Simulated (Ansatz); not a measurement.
**C₃H₄SSi: one species, many methods**

One table from this session's results is given with a row withheld; the runs are named, their logs left out.

The runs use Ansatz 0.2.0, Gaussian basis; functionals in def2-TZVPP, the program's frozen cores in correlated methods.

Levels to be run: LDA (SPW92), PBE-D4, revPBE-D4, BLYP-D4, r2SCAN-D4, B97M-V, PBE0-D4, B3LYP-D4, r2SCANh-D4, r2SCAN0-D4, HSE06-D4, BHLYP-D4, CAM-B3LYP-D4, LC-ωPBE, ωB97X-V, ωB97M-V, B2PLYP, PBE-QIDH; CCSD(T)/def2-SVP; CCSD(T)/def2-TZVPP; MP2/def2-QZVPP; extrapolation to the limit; RPA on PBE.

## Structure used throughout

The geometry comes from an earlier relaxation with PBE0-D4 in a triple-zeta def2 set; it is a stationary point, not always the lowest conformer.

SMILES `C#C[SiH]1CS1`, 9 atoms, charge 0, spin multiplicity 1.

Atoms are counted from 1 here; the program's logs count them from 0.

Bond lengths: C1–C2 1.206 Å, C1–H6 1.066 Å, C2–Si3 1.807 Å, Si3–C4 1.835 Å, Si3–S5 2.081 Å, Si3–H7 1.474 Å, C4–S5 1.866 Å, C4–H8 1.086 Å, C4–H9 1.086 Å. Angles: C2–C1–H6 179.7°, C1–C2–Si3 179.0°, C2–Si3–C4 119.2°, C2–Si3–S5 119.4°, C2–Si3–H7 111.8°, C4–Si3–S5 56.5°, C4–Si3–H7 120.4°, S5–Si3–H7 119.4°, Si3–C4–S5 68.4°, Si3–C4–H8 119.5°, Si3–C4–H9 120.1°, S5–C4–H8 113.1°, S5–C4–H9 113.3°, H8–C4–H9 113.8°, Si3–S5–C4 55.1°.

The first run:

The input, in.yaml:

```yaml
crystal:
  periodic: [false, false, false]
  atoms:
    - {symbol: C, position_ang: [-0.909317, -2.051166, 1.341560]}
    - {symbol: C, position_ang: [-0.706339, -0.986610, 0.812101]}
    - {symbol: Si, position_ang: [-0.432448, 0.614370, 0.019737]}
    - {symbol: C, position_ang: [1.013344, 0.829442, -1.089783]}
    - {symbol: S, position_ang: [1.248661, 1.731789, 0.526577]}
    - {symbol: H, position_ang: [-1.082919, -2.992752, 1.810796]}
    - {symbol: H, position_ang: [-1.701738, 1.307028, -0.267259]}
    - {symbol: H, position_ang: [1.710492, 0.008147, -1.224278]}
    - {symbol: H, position_ang: [0.948863, 1.493451, -1.946452]}
basis:
  gaussian: {orbitals: def2-TZVPP}
hamiltonian: {xc: lda}
output: {orbitals: {seedname: orbitals}}
```

Among the steps run: LDA; PBE-D4 (GGA); revPBE-D4 (GGA); BLYP-D4 (GGA); r2SCAN-D4 (meta-GGA); B97M-V (meta-GGA); PBE0-D4 (hybrid); B3LYP-D4 (hybrid); r2SCANh-D4 (hybrid); r2SCAN0-D4 (hybrid); HSE06-D4 (hybrid); BHLYP-D4 (hybrid); CAM-B3LYP-D4 (range-separated); LC-ωPBE (range-separated); ωB97X-V (range-separated); ωB97M-V (range-separated); B2PLYP (double hybrid); PBE-QIDH (double hybrid).

One of the session's tables, all rows but one given; the rest of the session is left out.

It belongs to the step «Orbital energies across the functionals». 

| functional | HOMO (eV) | gap (eV) |
| --- | --- | --- |
| LDA (SPW92) | -5.95 | 3.87 |
| PBE-D4 | -5.84 | 3.99 |
| revPBE-D4 | -5.80 | 4.03 |
| BLYP-D4 | -5.65 | 3.96 |
| r2SCAN-D4 | -6.08 | 4.42 |
| B97M-V | -6.15 | 4.54 |
| PBE0-D4 | -7.03 | 6.03 |
| B3LYP-D4 | ? | ? |
| r2SCANh-D4 | -6.52 | 5.17 |
| r2SCAN0-D4 | -7.19 | 6.30 |
| HSE06-D4 | -6.63 | 5.26 |
| BHLYP-D4 | -8.06 | 8.04 |
| CAM-B3LYP-D4 | -8.31 | 8.39 |
| LC-ωPBE | -9.73 | 10.90 |
| ωB97X-V | -9.36 | 10.45 |
| ωB97M-V | -9.20 | 10.12 |

Estimate the missing values for B3LYP-D4.

Worked estimate for «HOMO (eV)». Against the share of exact exchange, BLYP-D4 (0, -5.65), BHLYP-D4 (0.5, -8.06) give a slope of -4.82 per unit share; at 0.2 the line stands at -6.61.

The run gave: HOMO (eV): -6.77; gap (eV): 5.59. In «HOMO (eV)» the line misses by +0.16.
